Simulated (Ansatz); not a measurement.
# C2N2O4: the cost of one run

Method: the levels named in each step, in Ansatz 0.2.0.

### Step 1. The system as given

Bond lengths: N1–N2 1.098 Å, O3–C4 1.145 Å, C4–O5 1.142 Å, O6–C7 1.144 Å, C7–O8 1.143 Å. Angles: O3–C4–O5 179.8°, O6–C7–O8 179.0°.

As a file:

```xyz
8

N     1.4716   -0.7882    1.0860
N     2.1654    0.0097    1.3829
O    -1.2328   -0.5761   -0.3166
C    -1.1968   -1.7208   -0.3035
O    -1.1651   -2.8625   -0.2919
O     0.7148    1.4837   -1.2693
C     0.0355    1.9631   -0.4830
O    -0.6291    2.4545    0.3066
```

### Step 2. A rough first relaxation, PBE-D4/def2-SVP

This run stands in another session on the same molecule. It ended at:

```xyz
8

N     1.4856   -0.8928    1.2244
N     2.3404   -0.2194    1.4512
O    -1.6222   -0.5646    0.2275
C    -1.1630   -1.5266   -0.2683
O    -0.7158   -2.4901   -0.7648
O     0.5760    1.0707   -1.1512
C    -0.0570    1.8838   -0.5849
O    -0.6804    2.7025   -0.0225
```

### Step 3. Relaxation, HF/STO-3G

input.yaml

```yaml
crystal:
  periodic: [false, false, false]
  atoms:
    - { symbol: "N", position_ang: [1.4856181, -0.89280733, 1.22444119] }
    - { symbol: "N", position_ang: [2.34036359, -0.2194209, 1.45118082] }
    - { symbol: O, position_ang: [-1.62223962, -0.56458603, 0.22745458] }
    - { symbol: C, position_ang: [-1.16303223, -1.52661989, -0.26826742] }
    - { symbol: O, position_ang: [-0.71584212, -2.49006396, -0.76475835] }
    - { symbol: O, position_ang: [0.57598727, 1.07069687, -1.15115004] }
    - { symbol: C, position_ang: [-0.05704459, 1.88377369, -0.58493486] }
    - { symbol: O, position_ang: [-0.6803604, 2.70247755, -0.02251593] }
basis:
  gaussian: { orbitals: STO-3G }
hamiltonian:
  xc: hf
relax:
  f_tol: 0.002
  max_steps: 150
```

The run is started by

```console
$ ansatz run input.yaml --threads 4 --pin off --max-ram 10240MiB --backend cpu --events-out ev --progress --plain --runs-dir out
```

**Question.** How long does this run take on 4 threads of Arm Neoverse N1, shared host, and how much memory does it need?

About 27 s, with a peak of 0.093 GiB.
